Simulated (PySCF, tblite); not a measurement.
# C13H28BF4N: electronic excitations, NMR shifts

What do calculations give for the electronic excitations, NMR shifts of C13H28BF4N (`CCCCCCCC[N+]1(C)CCCC1.F[B-](F)(F)F`)?

Programs: tblite 0.8.0 and PySCF 2.14.0, with routines of our own; each step states its level. All values are computed. Atoms count from 0.

## 1. The system as given

47 atoms, charge 0, multiplicity 1; geometry from: force field, distance geometry or constructed start.

## 2. Optimising the geometry with GFN2-xTB

The job: settings as JSON, then the geometry in Å.

```
{"job": {"kind": "relax", "xc": "GFN2-xTB", "basis": "xTB"}, "charge": 0, "multiplicity": 1}
C      6.077400     1.307800    -0.808600
C      5.852500     0.031600    -0.022700
C      4.511700    -0.640700    -0.290000
C      3.310400     0.199900     0.169300
C      1.995100    -0.562300    -0.021700
C      0.795700     0.271100     0.434600
C     -0.517500    -0.483100     0.233100
C     -1.697300     0.361600     0.716500
N     -3.060200    -0.291500     0.419600
C     -3.203600    -1.635500     1.127300
C     -3.305600    -0.449200    -1.098700
C     -4.741100    -0.012600    -1.305300
C     -4.872600     1.157100    -0.348600
C     -4.194300     0.656000     0.907700
F     -3.166500     1.439400     4.668400
B     -3.019400     0.034500     4.312600
F     -4.091100    -0.346700     3.405000
F     -3.078400    -0.788900     5.504700
F     -1.737600    -0.162900     3.649600
H      7.090500     1.685700    -0.639900
H      5.373900     2.098600    -0.497000
H      5.944800     1.136700    -1.880300
H      6.655400    -0.674400    -0.268500
H      5.952100     0.235900     1.053600
H      4.414100    -0.848900    -1.361900
H      4.485900    -1.607000     0.228200
H      3.431400     0.450900     1.235200
H      3.270000     1.138700    -0.380500
H      2.025800    -1.503500     0.532500
H      1.879200    -0.817100    -1.081600
H      0.773300     1.214700    -0.124100
H      0.915100     0.529400     1.497300
H     -0.625600    -0.743100    -0.824400
H     -0.467300    -1.425700     0.801300
H     -1.704200     1.341600     0.221400
H     -1.648700     0.513700     1.796900
H     -4.213000    -2.015300     0.949700
H     -2.473200    -2.331300     0.702600
H     -3.021900    -1.485000     2.193700
H     -2.623500     0.231200    -1.619500
H     -3.109700    -1.484700    -1.391600
H     -4.930400     0.266800    -2.339300
H     -5.427200    -0.813000    -1.034600
H     -4.335700     2.031800    -0.747000
H     -5.914400     1.443400    -0.177900
H     -4.893600     0.071800     1.517800
H     -3.768100     1.461900     1.516200
```

Run with:

```console
OMP_NUM_THREADS=1 python large_run.py task.json out
```

One launch serves the whole session: the jobs run in the order shown.

What it wrote:

```text
step      E/eV     max force
  0   -1779.65388    2.242
  1   -1779.96817    1.395
  2   -1780.13378    1.042
  3   -1780.15871    0.240
  4   -1780.17083    0.226
  5   -1780.18649    0.379
  6   -1780.19480    0.285
  7   -1780.20394    0.178
  8   -1780.20942    0.159
  9   -1780.21417    0.191
 10   -1780.21760    0.131
 11   -1780.22081    0.101
 12   -1780.22411    0.175
 13   -1780.22798    0.262
 14   -1780.23185    0.232
 15   -1780.23513    0.109
 16   -1780.23790    0.102
 17   -1780.24035    0.139
 18   -1780.24230    0.142
 19   -1780.24378    0.075
 20   -1780.24443    0.061
 21   -1780.24608    0.065
 22   -1780.24645    0.065
 23   -1780.24764    0.068
 24   -1780.24836    0.076
 25   -1780.24928    0.077
 26   -1780.25009    0.061
 27   -1780.25107    0.065
 28   -1780.25214    0.084
 29   -1780.25340    0.094
 30   -1780.25484    0.088
 31   -1780.25665    0.071
 32   -1780.25902    0.088
 33   -1780.26198    0.101
 34   -1780.26539    0.134
 35   -1780.26964    0.171
 36   -1780.27568    0.211
 37   -1780.28486    0.282
 38   -1780.29589    0.338
 39   -1780.29618    0.498
 40   -1780.29593    0.669
 41   -1780.31338    0.123
 42   -1780.31718    0.102
 43   -1780.32366    0.257
 44   -1780.32825    0.148
 45   -1780.33738    0.129
 46   -1780.34107    0.112
 47   -1780.34512    0.100
 48   -1780.34795    0.096
 49   -1780.35079    0.076
 50   -1780.35277    0.086
 51   -1780.35495    0.101
 52   -1780.35712    0.201
 53   -1780.35954    0.106
 54   -1780.36216    0.081
 55   -1780.36475    0.111
 56   -1780.36657    0.111
 57   -1780.36842    0.071
 58   -1780.36988    0.065
 59   -1780.37127    0.059
 60   -1780.37238    0.063
 61   -1780.37315    0.047
 62   -1780.37369    0.038
 63   -1780.37419    0.043
 64   -1780.37479    0.041
 65   -1780.37549    0.046
 66   -1780.37624    0.054
 67   -1780.37703    0.056
 68   -1780.37787    0.063
 69   -1780.37873    0.057
 70   -1780.37945    0.059
 71   -1780.38001    0.054
 72   -1780.38048    0.042
 73   -1780.38098    0.041
 74   -1780.38153    0.041
 75   -1780.38204    0.033
 76   -1780.38246    0.041
 77   -1780.38285    0.046
 78   -1780.38328    0.041
 79   -1780.38381    0.038
 80   -1780.38437    0.045
 81   -1780.38490    0.046
 82   -1780.38538    0.058
 83   -1780.38583    0.051
 84   -1780.38628    0.043
 85   -1780.38676    0.038
 86   -1780.38730    0.036
 87   -1780.38793    0.042
 88   -1780.38858    0.048
 89   -1780.38915    0.058
 90   -1780.38958    0.032
 91   -1780.38993    0.029
 92   -1780.39016    0.028
 93   -1780.39032    0.023
 94   -1780.39045    0.022
 95   -1780.39059    0.023
 96   -1780.39075    0.022
 97   -1780.39091    0.020
 98   -1780.39104    0.017
```

Run time: 4 s. Hardware: 1 thread of Arm Neoverse N1, shared host; peak memory 0.18 GiB.

Relaxation path:

| step | energy from step 0 (eV) | largest force (eV/Å) |
| --- | --- | --- |
| 0 | 0.0000 | 2.2413 |
| 1 | -0.3143 | 1.3954 |
| 2 | -0.4799 | 1.0426 |
| 3 | -0.5048 | 0.2394 |
| 4 | -0.5169 | 0.2261 |
| 5 | -0.5326 | 0.3790 |
| 6 | -0.5409 | 0.2844 |
| 7 | -0.5501 | 0.1780 |
| 8 | -0.5555 | 0.1590 |
| 15 | -0.5812 | 0.1091 |
| 23 | -0.5938 | 0.0680 |
| 31 | -0.6028 | 0.0705 |
| 39 | -0.6423 | 0.4983 |
| 47 | -0.6912 | 0.1000 |
| 54 | -0.7083 | 0.0812 |
| 62 | -0.7198 | 0.0386 |
| 70 | -0.7256 | 0.0594 |
| 78 | -0.7294 | 0.0406 |
| 86 | -0.7334 | 0.0363 |
| 94 | -0.7366 | 0.0214 |
| 95 | -0.7367 | 0.0236 |
| 96 | -0.7369 | 0.0213 |
| 97 | -0.7370 | 0.0207 |
| 98 | -0.7372 | 0.0171 |

Distances of close pairs at the start and the end, largest changes first:

```csv
bond,before (Å),after (Å),change (Å)
B15–F17,1.450,1.353,-0.097
F14–B15,1.457,1.399,-0.057
B15–F16,1.455,1.398,-0.057
B15–F18,1.457,1.401,-0.056
N8–C10,1.546,1.492,-0.054
N8–C9,1.526,1.473,-0.053
C7–N8,1.540,1.488,-0.052
N8–C13,1.556,1.505,-0.052
```

The final coordinates are the input of the step that follows.

## 3. Electronic excitations: TDDFT wB97X-D/6-31G*

The job: settings as JSON, then the geometry in Å.

```
{"job": {"kind": "uv", "basis": "6-31G*", "grid": 1, "kgrid": 0, "vcut": 1.5, "nstates": 6, "ntriplets": 2, "tda": false, "delta": [], "pop": true, "xc": "wB97X-D"}, "charge": 0, "multiplicity": 1}
C      6.050636     1.331287    -0.800103
C      5.822189     0.065162     0.017223
C      4.486726    -0.614008    -0.285172
C      3.278719     0.202490     0.168359
C      1.976721    -0.568965    -0.026801
C      0.765016     0.226309     0.450253
C     -0.530770    -0.559717     0.249289
C     -1.713147     0.249944     0.769125
N     -3.051969    -0.300850     0.425279
C     -3.204911    -1.648562     1.000046
C     -3.262493    -0.345603    -1.051149
C     -4.714032     0.056138    -1.272963
C     -4.879422     1.161041    -0.237132
C     -4.126646     0.604142     0.964113
F     -2.781542     1.304269     3.564268
B     -2.989173     0.075677     4.201223
F     -4.198432    -0.439301     3.725125
F     -2.987100     0.197102     5.548512
F     -1.981142    -0.786010     3.750337
H      7.044946     1.727943    -0.608311
H      5.325155     2.098570    -0.543033
H      5.965857     1.117885    -1.863793
H      6.627419    -0.641822    -0.195201
H      5.868152     0.306095     1.081343
H      4.412473    -0.803424    -1.358883
H      4.463297    -1.581747     0.222408
H      3.389572     0.454751     1.224709
H      3.227435     1.136241    -0.394094
H      2.028956    -1.507889     0.527974
H      1.857503    -0.815178    -1.085400
H      0.714006     1.171099    -0.095940
H      0.878112     0.458800     1.509417
H     -0.643428    -0.791308    -0.812815
H     -0.444978    -1.495778     0.800107
H     -1.667593     1.265692     0.368872
H     -1.645328     0.309138     1.855673
H     -4.202797    -2.027195     0.791230
H     -2.466906    -2.325847     0.577720
H     -3.063217    -1.602035     2.077977
H     -2.606370     0.388880    -1.521280
H     -3.023607    -1.334369    -1.438522
H     -4.889870     0.392230    -2.292339
H     -5.388000    -0.773879    -1.061334
H     -4.420147     2.083136    -0.595275
H     -5.918434     1.368428     0.004704
H     -4.782437     0.020937     1.608060
H     -3.686393     1.379290     1.587336
```

With the program's defaults for keys left out, this is: TDDFT wB97X-D/6-31G*, vertical, gas phase, core orbitals frozen in the response, virtual orbitals cut by energy.

What it wrote:

```text
start: PBE on a coarse grid of 35749 points
cycle   1  E = -989.9227322968  dE =  1.573e+00  |g| = 1.364e+00  |ddm| = 5.898e+00
cycle   2  E = -989.3840717022  dE =  5.387e-01  |g| = 2.174e+00  |ddm| = 3.392e+00
cycle   3  E = -990.3013690084  dE = -9.173e-01  |g| = 2.072e-01  |ddm| = 2.084e+00
cycle   4  E = -990.3097044968  dE = -8.335e-03  |g| = 8.489e-02  |ddm| = 2.792e-01
cycle   5  E = -990.3112495499  dE = -1.545e-03  |g| = 1.984e-02  |ddm| = 9.433e-02
cycle   6  E = -990.3113190627  dE = -6.951e-05  |g| = 7.282e-03  |ddm| = 1.995e-02
final grid: 152134 points
cycle   7  E = -991.1123689287  dE = -1.102e-02  |g| = 6.871e-02  |ddm| = 4.588e-01
cycle   8  E = -991.1128479449  dE = -4.790e-04  |g| = 5.487e-02  |ddm| = 1.095e-01
cycle   9  E = -991.1133545202  dE = -5.066e-04  |g| = 7.222e-03  |ddm| = 3.677e-02
cycle  10  E = -991.1133637794  dE = -9.259e-06  |g| = 2.150e-03  |ddm| = 1.159e-02
cycle  11  E = -991.1133634259  dE =  3.535e-07  |g| = 4.172e-04  |ddm| = 3.315e-03
cycle  12  E = -991.1133653355  dE = -1.910e-06  |g| = 1.402e-04  |ddm| = 5.708e-04
cycle  13  E = -991.1133651221  dE =  2.134e-07  |g| = 5.420e-05  |ddm| = 1.909e-04
converged SCF energy = -991.1133651221

Static polarisability (au): isotropic 149.181, principal 131.139 141.811 174.595

Singlet excitations
state   eV       nm        f      main configurations
  1   9.7299    127.4   0.00041   H-2->L 0.58, H->L 0.24
  2   9.8612    125.7   0.00009   H->L 0.53, H-2->L 0.24
  3   9.9793    124.2   0.00062   H-1->L 0.74
  4  10.2297    121.2   0.01349   H-2->L+1 0.50, H->L+1 0.23
  5  10.2859    120.5   0.00555   H-3->L+2 0.26, H-3->L+4 0.19, H-3->L 0.13
  6  10.3676    119.6   0.02329   H->L+1 0.30, H-6->L 0.18, H-2->L+1 0.13

Triplet excitations (Tamm-Dancoff, eV): 9.6971 9.8168
```

Wall time 4.6 min (1 thread of Arm Neoverse N1, shared host); peak memory 0.62 GiB.

The orbitals next to the gap, with their largest atomic shares:

| orbital | eV | atoms |
| --- | --- | --- |
| HOMO−4 | -10.76 | F16 29 %, F17 22 %, F18 22 % |
| HOMO−3 | -10.55 | C2 18 %, C3 17 %, C1 16 % |
| HOMO−2 | -9.97 | F18 34 %, F14 33 %, F16 31 % |
| HOMO−1 | -9.92 | F17 46 %, F18 30 %, F16 12 % |
| HOMO | -9.87 | F17 42 %, F16 30 %, F14 25 % |
| LUMO | 3.04 | C10 11 %, H39 10 %, C11 8 % |
| LUMO+1 | 3.54 | C10 12 %, H39 11 %, H40 10 % |
| LUMO+2 | 3.97 | C6 15 %, H32 13 %, H33 6 % |
| LUMO+3 | 4.24 | C10 22 %, N8 16 %, H37 7 % |

With each of the 6 states as a Gaussian band of 0.4 eV half-width at 1/e, the curve within the window shown has maxima at 120 nm (ε 1,700) L/(mol cm). Beyond the last state computed it falls off for lack of states. The curve at chosen wavelengths:

```csv
nm,ε (L/mol/cm)
116,794
117,1111
118,1404
119,1611
120,1688
121,1623
122,1439
123,1182
124,906
125,650
126,441
127,284
128,175
129,105
130,61
131,35
132,20
133,11
134,6
135,4
```

Further results of this job:

```
           property  computed
  dipole moment (D)     13.69
polarisability (Å³)     22.11
 HOMO–LUMO gap (eV)     12.91
      −ε(HOMO) (eV)      9.87
```

## 4. NMR shifts: GIAO KT3/pcSseg-1

The job, as its differences from that of step 3:

```diff
@@ -1,2 +1,2 @@
-{"job": {"kind": "uv", "basis": "6-31G*", "grid": 1, "kgrid": 0, "vcut": 1.5, "nstates": 6, "ntriplets": 2, "tda": false, "delta": [], "pop": true, "xc": "wB97X-D"}, "charge": 0, "multiplicity": 1}
+{"job": {"kind": "nmr", "xc": "KT3", "basis": "pcSseg-1", "pop": false}, "charge": 0, "multiplicity": 1}
 C      6.050636     1.331287    -0.800103
```

With the program's defaults for keys left out, this is: GIAO KT3/pcSseg-1 NMR shielding, non-relativistic, gas phase.

What it wrote:

```text
start: PBE on a coarse grid of 35749 points
cycle   1  E = -989.5810518682  dE =  1.530e+00  |g| = 1.343e+00  |ddm| = 5.906e+00
cycle   2  E = -988.9906139596  dE =  5.904e-01  |g| = 2.263e+00  |ddm| = 2.911e+00
cycle   3  E = -989.9376845721  dE = -9.471e-01  |g| = 1.943e-01  |ddm| = 1.835e+00
cycle   4  E = -989.9442843078  dE = -6.600e-03  |g| = 9.502e-02  |ddm| = 2.343e-01
cycle   5  E = -989.9461994386  dE = -1.915e-03  |g| = 2.035e-02  |ddm| = 9.156e-02
cycle   6  E = -989.9462665676  dE = -6.713e-05  |g| = 8.093e-03  |ddm| = 1.925e-02
final grid: 323067 points
cycle   7  E = -1005.5903133961  dE = -4.068e-02  |g| = 2.941e-01  |ddm| = 5.403e-01
cycle   8  E = -1005.5736778242  dE =  1.664e-02  |g| = 4.496e-01  |ddm| = 4.470e-01
cycle   9  E = -1005.6023144407  dE = -2.864e-02  |g| = 1.512e-02  |ddm| = 2.738e-01
cycle  10  E = -1005.6023512427  dE = -3.680e-05  |g| = 7.015e-03  |ddm| = 1.390e-02
cycle  11  E = -1005.6023604942  dE = -9.251e-06  |g| = 2.009e-03  |ddm| = 5.861e-03
cycle  12  E = -1005.6023620008  dE = -1.507e-06  |g| = 3.976e-04  |ddm| = 1.914e-03
cycle  13  E = -1005.6023618471  dE =  1.537e-07  |g| = 1.591e-04  |ddm| = 5.011e-04
cycle  14  E = -1005.6023612602  dE =  5.869e-07  |g| = 3.486e-05  |ddm| = 1.597e-04
converged SCF energy = -1005.6023612602

GIAO shielding tensors (ppm)
atom      isotropic    diamagn.    paramagn.     s11        s22        s33       span
  0 C      168.441     244.146     -75.705    153.422    168.059    183.841     30.419
  1 C      155.707     245.941     -90.233    148.403    151.794    166.925     18.522
  2 C      147.173     247.501    -100.328    134.396    143.125    163.997     29.601
  3 C      150.353     253.810    -103.458    129.426    153.660    167.972     38.546
  4 C      146.723     255.967    -109.245    127.192    142.690    170.285     43.093
  5 C      151.783     257.481    -105.698    133.895    149.945    171.508     37.613
  6 C      153.847     262.541    -108.694    135.458    154.538    171.546     36.087
  7 C      116.647     269.052    -152.405     85.430    105.911    158.599     73.169
  8 N      171.544     326.600    -155.056    128.267    190.133    196.230     67.963
  9 C      134.501     254.248    -119.747    104.146    123.265    176.092     71.947
 10 C      117.651     248.677    -131.026     85.839    105.924    161.192     75.353
 11 C      155.291     255.006     -99.715    132.270    164.344    169.258     36.988
 12 C      154.326     254.729    -100.403    130.432    163.255    169.292     38.860
 13 C      116.116     243.240    -127.124     78.818    103.121    166.408     87.591
 14 F      333.068     480.457    -147.389    309.495    315.743    373.964     64.469
 15 B      103.179     191.268     -88.088     98.315     98.920    112.303     13.988
 16 F      331.676     473.519    -141.843    306.693    315.569    372.766     66.073
 17 F      335.085     466.081    -130.997    308.469    309.843    386.942     78.472
 18 F      332.309     484.579    -152.270    309.299    315.701    371.926     62.627
 19 H       30.533      21.068       9.466     26.164     27.731     37.705     11.541
 20 H       30.540      31.206      -0.666     25.648     31.141     34.832      9.184
 21 H       31.130      27.840       3.290     27.483     29.228     36.680      9.197
 22 H       29.972      23.739       6.233     24.610     28.872     36.434     11.823
 23 H       30.357      28.915       1.442     26.282     29.674     35.115      8.833
 24 H       30.555      33.782      -3.227     26.337     31.067     34.259      7.922
 25 H       30.071      32.654      -2.583     24.807     31.231     34.174      9.366
 26 H       30.664      37.251      -6.586     25.535     32.742     33.716      8.181
 27 H       30.098      38.435      -8.337     24.379     31.760     34.155      9.776
 28 H       30.325      39.163      -8.838     25.303     32.611     33.061      7.758
 29 H       30.500      40.092      -9.592     25.411     32.865     33.225      7.813
 30 H       30.707      41.448     -10.741     25.280     32.783     34.057      8.777
 31 H       30.120      40.410     -10.290     24.309     32.956     33.096      8.787
 32 H       30.536      43.736     -13.200     24.720     32.731     34.158      9.438
 33 H       29.832      42.433     -12.601     24.785     31.936     32.776      7.991
 34 H       29.374      43.906     -14.533     24.474     29.547     34.100      9.626
 35 H       25.660      41.985     -16.325     18.754     25.609     32.617     13.864
 36 H       29.363      31.575      -2.212     25.456     27.647     34.985      9.529
 37 H       29.140      37.375      -8.236     24.604     28.407     34.408      9.805
 38 H       26.092      33.377      -7.285     20.972     23.708     33.597     12.625
 39 H       28.798      38.392      -9.594     22.671     30.016     33.707     11.036
 40 H       28.507      35.580      -7.073     23.975     28.707     32.839      8.865
 41 H       29.725      28.839       0.886     25.178     26.397     37.601     12.423
 42 H       29.767      29.448       0.319     25.775     27.409     36.117     10.342
 43 H       29.839      32.504      -2.664     25.458     27.828     36.233     10.775
 44 H       29.530      24.587       4.942     24.879     26.618     37.092     12.213
 45 H       27.145      28.626      -1.481     20.765     27.900     32.771     12.007
 46 H       26.481      30.763      -4.282     20.311     26.372     32.759     12.448
```

Run time: 93 s. Hardware: 1 thread of Arm Neoverse N1, shared host; peak memory 0.64 GiB.

Shifts follow as δ = σ(reference) − σ, with reference shieldings (ppm) from runs at the same level and on the same kind of geometry: 1H TMS 31.76, 13C TMS 184.7, 19F CFCl3 142.4, 15N NH3 264.4, 11B BF3·OEt2 100.0. The references are single molecules in the gas phase, so shifts against H2O, NH3, PH3, H3PO4 or CFCl3 are not on the usual liquid scales and can be off by tens of ppm. Atoms listed in one row are averaged.

| atoms | environment | σ (ppm) | δ (ppm) |
| --- | --- | --- | --- |
| C7 | sp3 CH2 bonded to N | 116.6 | 68.1 |
| C10, C13 | sp3 CH2 bonded to N | 116.9 | 67.8 |
| C9 | methyl carbon bonded to N | 134.5 | 50.2 |
| C4 | sp3 CH2 | 146.7 | 38.0 |
| C2 | sp3 CH2 | 147.2 | 37.5 |
| C3 | sp3 CH2 | 150.4 | 34.4 |
| C5 | sp3 CH2 | 151.8 | 32.9 |
| C6 | sp3 CH2 | 153.8 | 30.9 |
| C11, C12 | sp3 CH2 in a ring | 154.8 | 29.9 |
| C1 | sp3 CH2 | 155.7 | 29.0 |
| C0 | methyl carbon | 168.4 | 16.3 |
| H34, H35 | hydrogen on an sp3 CH2 bonded to N | 27.52 | 4.24 |
| H39, H46 | hydrogen on an sp3 CH2 bonded to N | 27.64 | 4.12 |
| H40, H45 | hydrogen on an sp3 CH2 bonded to N | 27.83 | 3.93 |
| H36, H37, H38 | hydrogen on a methyl carbon bonded to N | 28.20 | 3.56 |
| H42, H44 | hydrogen on an sp3 CH2 in a ring | 29.65 | 2.11 |
| H41, H43 | hydrogen on an sp3 CH2 in a ring | 29.78 | 1.98 |
| H22, H23 | hydrogen on an sp3 CH2 | 30.16 | 1.60 |
| H32, H33 | hydrogen on an sp3 CH2 | 30.18 | 1.58 |
| H24, H25 | hydrogen on an sp3 CH2 | 30.31 | 1.45 |
| H26, H27 | hydrogen on an sp3 CH2 | 30.38 | 1.38 |
| H28, H29 | hydrogen on an sp3 CH2 | 30.41 | 1.35 |
| H30, H31 | hydrogen on an sp3 CH2 | 30.41 | 1.35 |
| H19, H20, H21 | hydrogen on a methyl carbon | 30.73 | 1.03 |
| N8 | ammonium nitrogen | 171.5 | 92.9 |
| F14, F16, F17, F18 | fluorine bonded to B | 333.0 | -190.7 |
| B15 | boron bonded to 4 F | 103.2 | -3.2 |

Ring of atoms N8, C10, C11, C12, C13: NICS(0) -6.6, NICS(1) -3.8, NICS(1)zz -3.4 ppm (means of both faces).

## 5. Outcome

| quantity | value |
| --- | --- |
| lowest singlet (wB97X-D/6-31G*) | 9.73 eV (127 nm), f = 0.000 |
| brightest single state of those computed | state 6, 10.37 eV, f = 0.023 |
| lowest triplet | 9.70 eV |
| 13C shifts against TMS (KT3/pcSseg-1, means over atoms taken as alike) | 68.1, 67.8, 50.2, 38.0, 37.5, 34.4, 32.9, 30.9, 29.9, 29.0, 16.3 ppm |
| 1H shifts against TMS (KT3/pcSseg-1, means over atoms taken as alike) | 4.24, 4.12, 3.93, 3.56, 2.11, 1.98, 1.60, 1.58, 1.45, 1.38, 1.35, 1.35, 1.03 ppm |
| 15N shifts against NH3 (KT3/pcSseg-1) | 92.9 ppm |
| 19F shifts against CFCl3 (KT3/pcSseg-1, means over atoms taken as alike) | -190.7 ppm |
| 11B shifts against BF3·OEt2 (KT3/pcSseg-1) | -3.2 ppm |

What this shows: The lowest singlet, at 9.73 eV, is HOMO−2→LUMO 0.58, HOMO→LUMO 0.24 and is dark; of the 6 states computed, the strongest absorption comes from state 6 at 10.37 eV (the last computed, so partners may be missing). The lowest triplet lies 0.03 eV below the lowest singlet (triplets in Tamm-Dancoff, singlets in full TDDFT). States above −ε(HOMO) lie where TDDFT describes them poorly and they hang on the basis; the brightest is among them. The basis of wB97X-D/6-31G* has no diffuse functions, so Rydberg states are missing and the high states are unreliable. At KT3/pcSseg-1: The largest span, 81 ppm, is at C10, C13, where the paramagnetic term is -129 ppm.
